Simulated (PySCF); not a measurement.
# C3H7FO2Si: spin-spin couplings

What spin-spin couplings should C3H7FO2Si (`O=C(CCF)O[SiH3]`) show?

Computed with PySCF 2.14.0, with density-fitted response routines of our own, on a single molecule in the gas phase. Atoms are numbered from 0 throughout.

## (1) The molecule as given

14 atoms, charge 0, multiplicity 1; geometry from: GFN2-xTB.

Bonds of the start (Å): O0–C1 1.20, C1–C2 1.51, C2–C3 1.52, C3–F4 1.37, C1–O5 1.32, O5–Si6 1.67, C2–H7 1.09, C2–H8 1.09, C3–H9 1.09, C3–H10 1.09, Si6–H11 1.46, Si6–H12 1.46, Si6–H13 1.46.

## (2) Spin-spin couplings: B3LYP/pcJ-1

The job: settings as JSON, then the geometry in Å.

```
{"job": {"kind": "j", "xc": "B3LYP", "basis": "pcJ-1"}, "charge": 0, "multiplicity": 1}
O     -0.409708    -1.026801     0.735937
C     -0.191593    -0.126467    -0.029411
C      1.184030     0.312536    -0.470596
C      2.273601    -0.528682     0.177935
F      3.506823    -0.100448    -0.246882
O     -1.150027     0.595510    -0.582184
Si    -2.772441     0.342492    -0.283964
H      1.311652     1.366690    -0.212715
H      1.240378     0.235829    -1.559137
H      2.183654    -1.582334    -0.100760
H      2.256281    -0.433534     1.267205
H     -3.025179     0.546317     1.136649
H     -3.283990     1.401751    -1.140774
H     -3.124161    -1.003331    -0.718446
```

Method: B3LYP/pcJ-1 indirect spin-spin coupling, non-relativistic, gas phase.

On the command line:

```bash
> OMP_NUM_THREADS=1 python probes_run.py task.json out
```

The driver reads the jobs from task.json and runs them one after another.

What will the session give for the following? largest coupling of the table (B3LYP/pcJ-1). Wanted: largest coupling of the table.

The runs gave:

| quantity | value |
| --- | --- |
| largest coupling of the table (B3LYP/pcJ-1) | ¹J(Si,H) Si6–H11, -242.2 Hz |

What this shows: In the run at B3LYP/pcJ-1, the largest coupling of the table is Si6–H11 (mean over like pairs), -242.2 Hz, of which the Fermi-contact term gives -242.7 Hz. Couplings across rotatable bonds belong to this one conformer; where others are populated, the observed values are averages, and the simulated multiplets take (2 J gauche + J anti)/3 across rotating chain bonds.
